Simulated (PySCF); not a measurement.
# C6H8Ge: NMR shieldings

Aim: compute the NMR shieldings of C6H8Ge (`[GeH3][c]1ccccc1`).

Computed with PySCF 2.14.0 and routines of our own; the level stands in each step. Atoms count from 0.

## 1. The system as given

15 atoms, charge 0, multiplicity 1; geometry from: GFN2-xTB.

## 2. Geometry optimisation at PBE0-D3(BJ)/def2-SVP

Job settings and geometry (Å):

```
{"job": {"xc": "PBE0", "basis": "def2-SVP", "d3": "d3bj", "grid": 1, "maxiter": 30, "shake": 0.01, "kind": "geom"}, "charge": 0, "multiplicity": 1}
Ge     2.515340    -0.317970    -0.043790
C      0.552710    -0.056410    -0.014320
C     -0.297790    -1.162260     0.057420
C     -1.618450    -1.008020     0.089070
C     -2.212600     0.249850     0.029980
C     -1.392750     1.373380    -0.039420
C     -0.004610     1.210680    -0.062960
H      3.031090    -0.789930     1.256450
H      2.889380    -1.296220    -1.058800
H      3.184480     0.993380    -0.343310
H      0.149950    -2.153390     0.112740
H     -2.284200    -1.879530     0.158660
H     -3.311810     0.385960     0.049300
H     -1.838560     2.360730    -0.072440
H      0.622490     2.072370    -0.125820
```

Launch:

```console
$ OMP_NUM_THREADS=1 python heavy_run.py task.json out
```

This one command runs all jobs of the session in turn.

Standard output:

```text
step   0  E = -2309.47792884  max force = 0.071126
step   1  E = -2309.48700293  max force = 0.015448
step   2  E = -2309.48772886  max force = 0.005899
step   3  E = -2309.48772289  max force = 0.003880
step   4  E = -2309.48777664  max force = 0.001268
step   5  E = -2309.48777999  max force = 0.001014
step   6  E = -2309.48778844  max force = 0.000137
optimisation converged
```

It took 70 s on 1 thread of Arm Neoverse V2, shared host; peak memory 0.62 GiB.

Along the way:

```
step  energy from step 0 (eV)  largest force component (eV/Å)
   0                   0.0000                          3.6574
   1                  -0.2469                          0.7944
   2                  -0.2667                          0.3033
   3                  -0.2665                          0.1995
   4                  -0.2680                          0.0652
   5                  -0.2681                          0.0521
   6                  -0.2683                          0.0070
```

Distances of close pairs at the start and the end, largest changes first:

```
  bond  before (Å)  after (Å)  change (Å)
Ge0–H8       1.458      1.540      +0.082
Ge0–H7       1.476      1.541      +0.065
 C2–C3       1.330      1.394      +0.064
Ge0–H9       1.502      1.539      +0.037
Ge0–C1       1.980      1.947      -0.033
C6–H14       1.068      1.094      +0.026
 C1–C6       1.385      1.401      +0.016
C4–H12       1.108      1.093      -0.015
```

The end geometry stands in the next job.

```
                         at the end point                value
  point group (found at 0.08 Å tolerance)                   C1
rotational constants (GHz, main isotopes)  5.329, 0.945, 0.811
                        dipole moment (D)                 0.75
```

## 3. NMR shieldings: PBE/pcJ-1 Ge:dyall-v2z (PBE), spin–orbit

Job settings and geometry (Å):

```
{"job": {"kind": "hnmr", "xc": "PBE", "basis": {"default": "pcJ-1", "Ge": "dyall-v2z"}, "rel": "so"}, "charge": 0, "multiplicity": 1}
Ge     2.283358     0.243422    -0.447204
C      0.348638     0.457499    -0.395127
C     -0.494796    -0.658691    -0.307532
C     -1.879185    -0.505346    -0.258740
C     -2.441743     0.770182    -0.297927
C     -1.615925     1.889281    -0.386983
C     -0.230786     1.732339    -0.435629
H      2.813046    -0.250542     0.913171
H      2.678545    -0.788513    -1.520411
H      2.926803     1.602965    -0.774848
H     -0.070527    -1.666919    -0.278219
H     -2.522576    -1.386215    -0.191126
H     -3.527103     0.891716    -0.260610
H     -2.052114     2.890818    -0.420052
H      0.405011     2.619495    -0.507778
```

Method: PBE/pcJ-1 Ge:dyall-v2z GIAO NMR shielding, X2C with spin-orbit coupling, screened-nuclear two-electron part, Gaussian nuclei, gas phase.

Standard output:

```text
spin-free SCF
coarse grid: 58272 points
cycle   1  E = -2331.6952568128  dE =  6.372e-01  |g| = 7.332e-01  |ddm| = 3.593e+00
cycle   2  E = -2331.5594659506  dE =  1.358e-01  |g| = 1.215e+00  |ddm| = 1.309e+00
cycle   3  E = -2331.7784986921  dE = -2.190e-01  |g| = 7.461e-02  |ddm| = 9.023e-01
cycle   4  E = -2331.7766190950  dE =  1.880e-03  |g| = 1.076e-01  |ddm| = 1.492e-01
cycle   5  E = -2331.7797227896  dE = -3.104e-03  |g| = 2.370e-02  |ddm| = 1.120e-01
cycle   6  E = -2331.7798890284  dE = -1.662e-04  |g| = 6.745e-03  |ddm| = 2.924e-02
cycle   7  E = -2331.7798979210  dE = -8.893e-06  |g| = 1.621e-03  |ddm| = 5.613e-03
final grid: 123264 points
cycle   8  E = -2331.7800863024  dE =  1.081e-06  |g| = 3.080e-03  |ddm| = 4.404e-03
cycle   9  E = -2331.7800817105  dE =  4.592e-06  |g| = 5.670e-03  |ddm| = 6.526e-03
cycle  10  E = -2331.7800881709  dE = -6.460e-06  |g| = 4.694e-04  |ddm| = 4.126e-03
cycle  11  E = -2331.7800881781  dE = -7.256e-09  |g| = 4.320e-04  |ddm| = 8.381e-04
cycle  12  E = -2331.7800882271  dE = -4.894e-08  |g| = 1.346e-04  |ddm| = 4.581e-04
cycle  13  E = -2331.7800882317  dE = -4.576e-09  |g| = 3.906e-05  |ddm| = 1.459e-04
converged SCF energy = -2331.7800882317
two-component SCF
cycle   1  E = -2331.7427333217  dE = -2.332e+03  |FDS-SDF| = 1.505e+01
cycle   2  E = -2331.8231828028  dE = -8.045e-02  |FDS-SDF| = 4.774e-03
cycle   3  E = -2331.8231827828  dE =  2.000e-08  |FDS-SDF| = 1.754e-03
cycle   4  E = -2331.8231827437  dE =  3.908e-08  |FDS-SDF| = 1.645e-03
cycle   5  E = -2331.8231828982  dE = -1.545e-07  |FDS-SDF| = 1.589e-04
cycle   6  E = -2331.8231829026  dE = -4.404e-09  |FDS-SDF| = 9.873e-05
cycle   7  E = -2331.8231829052  dE = -2.592e-09  |FDS-SDF| = 1.112e-05
converged, E = -2331.8231829052

Field gradients (au) and densities at the nuclei (bohr^-3)
atom        Vxx        Vyy        Vzz        centre      nuclear mean
  0 Ge    -0.0679    -0.0936     0.1615      29280.189      29250.718
  1 C     -0.0904    -0.1661     0.2565        126.185        126.183
  2 C     -0.1093    -0.1574     0.2666        126.177        126.175
  3 C     -0.1056    -0.1684     0.2740        126.176        126.174
  4 C     -0.1092    -0.1712     0.2804        126.175        126.173
  5 C     -0.1052    -0.1683     0.2736        126.175        126.173
  6 C     -0.1147    -0.1576     0.2724        126.180        126.178
  7 H     -0.0662    -0.0677     0.1339          0.415          0.415
  8 H     -0.0659    -0.0684     0.1342          0.415          0.415
  9 H     -0.0656    -0.0689     0.1344          0.416          0.416
 10 H     -0.1340    -0.1589     0.2928          0.482          0.482
 11 H     -0.1376    -0.1585     0.2961          0.481          0.481
 12 H     -0.1380    -0.1584     0.2964          0.481          0.481
 13 H     -0.1376    -0.1586     0.2962          0.481          0.481
 14 H     -0.1348    -0.1582     0.2930          0.482          0.482
without picture change
  0 Ge                           0.1665                     45069.369

Core orbital energies (eV)
atom   shell        mean    spread
  0 Ge 1s       -10948.276   0.000
  0 Ge 2s        -1369.540   0.000
  0 Ge 3s         -167.512   0.000
  0 Ge 4s          -14.844   0.000
  0 Ge 2p1/2     -1217.829   0.000
  0 Ge 2p3/2     -1186.326   0.003
  0 Ge 3p1/2      -117.565   0.000
  0 Ge 3p3/2      -113.315   0.009
  0 Ge 3d3/2       -28.879   0.012
  0 Ge 3d5/2       -28.318   0.058

Shielding tensors (ppm)
atom      isotropic    diamagn.    paramagn.     s11        s22        s33       span
  0 Ge     1701.96     2652.21     -950.25    1578.20    1700.76    1826.90     248.70
  1 C        40.73      251.16     -210.43     -51.74       2.29     171.64     223.37
  2 C        40.72      252.21     -211.49     -72.00      33.20     160.94     232.94
  3 C        47.53      252.57     -205.03     -62.49      37.01     168.08     230.56
  4 C        47.11      252.80     -205.69     -61.96      31.95     171.33     233.28
  5 C        47.37      252.42     -205.05     -62.00      36.68     167.43     229.44
  6 C        40.04      251.02     -210.98     -72.36      36.13     156.34     228.71
  7 H        26.50       28.22       -1.72      20.39      22.23      36.87      16.48
  8 H        26.51       28.01       -1.50      19.93      22.67      36.93      17.00
  9 H        26.78       28.24       -1.46      19.98      23.23      37.14      17.16
 10 H        23.67       32.20       -8.53      19.33      22.46      29.22       9.89
 11 H        23.86       30.19       -6.33      20.62      24.29      26.67       6.05
 12 H        23.90       28.83       -4.93      20.82      24.50      26.37       5.55
 13 H        23.89       28.97       -5.07      20.69      24.30      26.69       6.00
 14 H        23.63       31.08       -7.45      19.29      22.56      29.03       9.75
```

Run time: 88 s. Hardware: 1 thread of Arm Neoverse V2, shared host; peak memory 1.6 GiB.

In short:

```
                       quantity       value
energy from spin-orbit coupling  -0.0431 Eh
```

## 4. NMR shieldings: KT2/pcJ-1 Ge:dyall-v2z (KT2), spin–orbit

The job, as its differences from that of step 3:

```diff
@@ -1,2 +1,2 @@
-{"job": {"kind": "hnmr", "xc": "PBE", "basis": {"default": "pcJ-1", "Ge": "dyall-v2z"}, "rel": "so"}, "charge": 0, "multiplicity": 1}
+{"job": {"kind": "hnmr", "xc": "KT2", "basis": {"default": "pcJ-1", "Ge": "dyall-v2z"}, "rel": "so"}, "charge": 0, "multiplicity": 1}
 Ge     2.283358     0.243422    -0.447204
```

Method: KT2/pcJ-1 Ge:dyall-v2z GIAO NMR shielding, X2C with spin-orbit coupling, screened-nuclear two-electron part, Gaussian nuclei, gas phase.

Standard output:

```text
spin-free SCF
coarse grid: 58272 points
cycle   1  E = -2345.4285204181  dE =  6.464e-01  |g| = 1.080e+00  |ddm| = 3.623e+00
cycle   2  E = -2345.3437550816  dE =  8.477e-02  |g| = 7.680e-01  |ddm| = 1.165e+00
cycle   3  E = -2345.4392531606  dE = -9.550e-02  |g| = 4.507e-01  |ddm| = 1.189e+00
cycle   4  E = -2345.4884387397  dE = -4.919e-02  |g| = 1.658e-01  |ddm| = 5.146e-01
cycle   5  E = -2345.4949781449  dE = -6.539e-03  |g| = 4.863e-02  |ddm| = 1.853e-01
cycle   6  E = -2345.4956537501  dE = -6.756e-04  |g| = 1.675e-02  |ddm| = 5.419e-02
cycle   7  E = -2345.4956918584  dE = -3.811e-05  |g| = 2.704e-03  |ddm| = 1.112e-02
cycle   8  E = -2345.4956933151  dE = -1.457e-06  |g| = 1.072e-03  |ddm| = 2.725e-03
final grid: 123264 points
cycle   9  E = -2345.4957953130  dE = -3.429e-07  |g| = 1.861e-02  |ddm| = 2.616e-03
cycle  10  E = -2345.4957928203  dE =  2.493e-06  |g| = 3.882e-03  |ddm| = 4.215e-03
cycle  11  E = -2345.4957831611  dE =  9.659e-06  |g| = 7.295e-03  |ddm| = 8.525e-03
cycle  12  E = -2345.4957958520  dE = -1.269e-05  |g| = 1.022e-03  |ddm| = 6.202e-03
cycle  13  E = -2345.4957961407  dE = -2.887e-07  |g| = 6.431e-05  |ddm| = 9.428e-04
cycle  14  E = -2345.4957961415  dE = -7.954e-10  |g| = 8.574e-06  |ddm| = 5.279e-05
converged SCF energy = -2345.4957961415
two-component SCF
cycle   1  E = -2345.4582580996  dE = -2.345e+03  |FDS-SDF| = 1.510e+01
cycle   2  E = -2345.5388995454  dE = -8.064e-02  |FDS-SDF| = 4.870e-03
cycle   3  E = -2345.5388995505  dE = -5.060e-09  |FDS-SDF| = 1.559e-03
cycle   4  E = -2345.5388995288  dE =  2.166e-08  |FDS-SDF| = 1.458e-03
cycle   5  E = -2345.5388996369  dE = -1.080e-07  |FDS-SDF| = 8.922e-05
cycle   6  E = -2345.5388996357  dE =  1.172e-09  |FDS-SDF| = 9.359e-05
cycle   7  E = -2345.5388996383  dE = -2.605e-09  |FDS-SDF| = 7.790e-06
converged, E = -2345.5388996383

Field gradients (au) and densities at the nuclei (bohr^-3)
atom        Vxx        Vyy        Vzz        centre      nuclear mean
  0 Ge    -0.0775    -0.1041     0.1816      29664.753      29633.037
  1 C     -0.0920    -0.1683     0.2603        131.280        131.277
  2 C     -0.1113    -0.1600     0.2712        131.263        131.261
  3 C     -0.1073    -0.1704     0.2777        131.260        131.257
  4 C     -0.1115    -0.1736     0.2851        131.258        131.256
  5 C     -0.1069    -0.1702     0.2772        131.259        131.257
  6 C     -0.1167    -0.1604     0.2771        131.266        131.264
  7 H     -0.0659    -0.0673     0.1332          0.430          0.430
  8 H     -0.0656    -0.0680     0.1336          0.430          0.430
  9 H     -0.0654    -0.0685     0.1339          0.430          0.430
 10 H     -0.1327    -0.1581     0.2907          0.500          0.500
 11 H     -0.1361    -0.1577     0.2938          0.500          0.500
 12 H     -0.1365    -0.1576     0.2940          0.500          0.500
 13 H     -0.1361    -0.1578     0.2939          0.500          0.500
 14 H     -0.1335    -0.1574     0.2909          0.500          0.500
without picture change
  0 Ge                           0.1872                     45745.447

Core orbital energies (eV)
atom   shell        mean    spread
  0 Ge 1s       -10990.715   0.000
  0 Ge 2s        -1377.638   0.000
  0 Ge 3s         -169.885   0.000
  0 Ge 4s          -14.960   0.000
  0 Ge 2p1/2     -1223.837   0.000
  0 Ge 2p3/2     -1192.194   0.003
  0 Ge 3p1/2      -119.140   0.000
  0 Ge 3p3/2      -114.883   0.009
  0 Ge 3d3/2       -29.571   0.013
  0 Ge 3d5/2       -29.003   0.058

Shielding tensors (ppm)
atom      isotropic    diamagn.    paramagn.     s11        s22        s33       span
  0 Ge     1768.08     2659.20     -891.12    1653.42    1763.20    1887.61     234.19
  1 C        57.33      256.01     -198.69     -30.51      25.46     177.03     207.54
  2 C        55.57      257.20     -201.62     -51.03      51.98     165.77     216.81
  3 C        62.50      257.42     -194.91     -41.25      55.51     173.25     214.49
  4 C        62.09      257.89     -195.80     -40.78      50.48     176.57     217.35
  5 C        62.35      257.36     -195.01     -40.69      55.17     172.57     213.25
  6 C        54.91      256.23     -201.33     -51.37      54.86     161.23     212.61
  7 H        26.58       28.33       -1.75      20.44      22.39      36.90      16.46
  8 H        26.60       28.09       -1.50      20.01      22.84      36.94      16.94
  9 H        26.89       28.31       -1.42      20.12      23.43      37.11      16.99
 10 H        23.89       32.36       -8.47      19.36      23.31      29.00       9.64
 11 H        24.09       30.17       -6.08      20.69      25.13      26.46       5.77
 12 H        24.12       28.69       -4.57      20.89      25.36      26.11       5.21
 13 H        24.13       28.83       -4.70      20.77      25.14      26.48       5.71
 14 H        23.87       31.15       -7.29      19.35      23.43      28.82       9.48
```

Run time: 86 s. Hardware: 1 thread of Arm Neoverse V2, shared host; peak memory 1.6 GiB.

Key values:

```
                       quantity       value
energy from spin-orbit coupling  -0.0431 Eh
```

## 5. NMR shieldings: B3LYP/pcJ-1 Ge:dyall-v2z (B3LYP), spin–orbit

The job, as its differences from that of step 4:

```diff
@@ -1,2 +1,2 @@
-{"job": {"kind": "hnmr", "xc": "KT2", "basis": {"default": "pcJ-1", "Ge": "dyall-v2z"}, "rel": "so"}, "charge": 0, "multiplicity": 1}
+{"job": {"kind": "hnmr", "xc": "B3LYP", "basis": {"default": "pcJ-1", "Ge": "dyall-v2z"}, "rel": "so"}, "charge": 0, "multiplicity": 1}
 Ge     2.283358     0.243422    -0.447204
```

With the program's defaults for keys left out, this is: B3LYP/pcJ-1 Ge:dyall-v2z GIAO NMR shielding, X2C with spin-orbit coupling, screened-nuclear two-electron part, Gaussian nuclei, gas phase.

Standard output:

```text
spin-free SCF
coarse grid: 58272 points
cycle   1  E = -2332.3849583126  dE =  7.961e-01  |g| = 5.405e-01  |ddm| = 3.568e+00
cycle   2  E = -2332.3544195685  dE =  3.054e-02  |g| = 7.768e-01  |ddm| = 8.543e-01
cycle   3  E = -2332.4342983598  dE = -7.988e-02  |g| = 4.542e-02  |ddm| = 4.644e-01
cycle   4  E = -2332.4342668876  dE =  3.147e-05  |g| = 4.204e-02  |ddm| = 5.998e-02
cycle   5  E = -2332.4346596608  dE = -3.928e-04  |g| = 1.293e-02  |ddm| = 4.293e-02
cycle   6  E = -2332.4347040627  dE = -4.440e-05  |g| = 4.217e-03  |ddm| = 1.413e-02
cycle   7  E = -2332.4347071856  dE = -3.123e-06  |g| = 3.492e-04  |ddm| = 3.041e-03
final grid: 123264 points
cycle   8  E = -2332.4347705616  dE = -5.908e-08  |g| = 4.623e-04  |ddm| = 1.749e-03
cycle   9  E = -2332.4347705279  dE =  3.368e-08  |g| = 7.241e-04  |ddm| = 6.349e-04
cycle  10  E = -2332.4347705872  dE = -5.935e-08  |g| = 6.487e-05  |ddm| = 3.871e-04
cycle  11  E = -2332.4347705882  dE = -9.236e-10  |g| = 3.186e-05  |ddm| = 8.524e-05
converged SCF energy = -2332.4347705882
two-component SCF
cycle   1  E = -2332.3974398017  dE = -2.332e+03  |FDS-SDF| = 1.505e+01
cycle   2  E = -2332.4777980041  dE = -8.036e-02  |FDS-SDF| = 5.749e-02
cycle   3  E = -2332.4778352994  dE = -3.730e-05  |FDS-SDF| = 1.913e-03
cycle   4  E = -2332.4778355636  dE = -2.642e-07  |FDS-SDF| = 1.586e-03
cycle   5  E = -2332.4778356740  dE = -1.104e-07  |FDS-SDF| = 3.121e-04
cycle   6  E = -2332.4778356815  dE = -7.528e-09  |FDS-SDF| = 4.938e-05
converged, E = -2332.4778356815

Field gradients (au) and densities at the nuclei (bohr^-3)
atom        Vxx        Vyy        Vzz        centre      nuclear mean
  0 Ge    -0.0523    -0.0873     0.1396      29255.896      29226.451
  1 C     -0.1127    -0.1769     0.2895        126.030        126.028
  2 C     -0.1163    -0.1792     0.2955        126.020        126.018
  3 C     -0.1136    -0.1880     0.3016        126.019        126.017
  4 C     -0.1178    -0.1912     0.3090        126.019        126.016
  5 C     -0.1133    -0.1879     0.3012        126.018        126.016
  6 C     -0.1227    -0.1792     0.3019        126.023        126.021
  7 H     -0.0663    -0.0678     0.1341          0.425          0.425
  8 H     -0.0660    -0.0685     0.1345          0.425          0.425
  9 H     -0.0656    -0.0691     0.1347          0.425          0.425
 10 H     -0.1318    -0.1584     0.2902          0.489          0.489
 11 H     -0.1357    -0.1579     0.2937          0.488          0.488
 12 H     -0.1361    -0.1577     0.2939          0.488          0.488
 13 H     -0.1357    -0.1580     0.2937          0.488          0.488
 14 H     -0.1326    -0.1576     0.2902          0.489          0.489
without picture change
  0 Ge                           0.1438                     45026.817

Core orbital energies (eV)
atom   shell        mean    spread
  0 Ge 1s       -10995.378   0.000
  0 Ge 2s        -1386.733   0.000
  0 Ge 3s         -174.346   0.000
  0 Ge 4s          -16.382   0.000
  0 Ge 2p1/2     -1232.512   0.000
  0 Ge 2p3/2     -1200.789   0.004
  0 Ge 3p1/2      -123.210   0.000
  0 Ge 3p3/2      -118.876   0.009
  0 Ge 3d3/2       -32.176   0.011
  0 Ge 3d5/2       -31.593   0.054

Shielding tensors (ppm)
atom      isotropic    diamagn.    paramagn.     s11        s22        s33       span
  0 Ge     1723.95     2651.44     -927.49    1607.15    1723.86    1840.84     233.69
  1 C        38.05      251.54     -213.49     -58.86      -1.54     174.55     233.42
  2 C        38.18      252.54     -214.36     -80.03      32.58     162.00     242.02
  3 C        45.26      253.22     -207.96     -69.51      36.27     169.02     238.53
  4 C        44.55      253.43     -208.88     -69.13      31.04     171.74     240.86
  5 C        45.14      253.22     -208.08     -69.02      35.97     168.46     237.48
  6 C        37.62      251.56     -213.95     -80.25      35.43     157.67     237.92
  7 H        26.78       28.50       -1.73      20.65      22.47      37.21      16.56
  8 H        26.78       28.28       -1.50      20.17      22.91      37.26      17.09
  9 H        27.02       28.50       -1.48      20.15      23.47      37.44      17.28
 10 H        23.88       32.36       -8.49      19.46      22.73      29.44       9.99
 11 H        24.06       30.29       -6.23      20.70      24.56      26.92       6.22
 12 H        24.08       28.83       -4.75      20.87      24.76      26.61       5.74
 13 H        24.09       28.99       -4.90      20.77      24.57      26.94       6.17
 14 H        23.83       31.18       -7.35      19.40      22.83      29.26       9.86
```

Run time: 3.6 min. Hardware: 1 thread of Arm Neoverse V2, shared host; peak memory 1.9 GiB.

In short:

```
                       quantity       value
energy from spin-orbit coupling  -0.0431 Eh
```

[end of part 1 of 2]
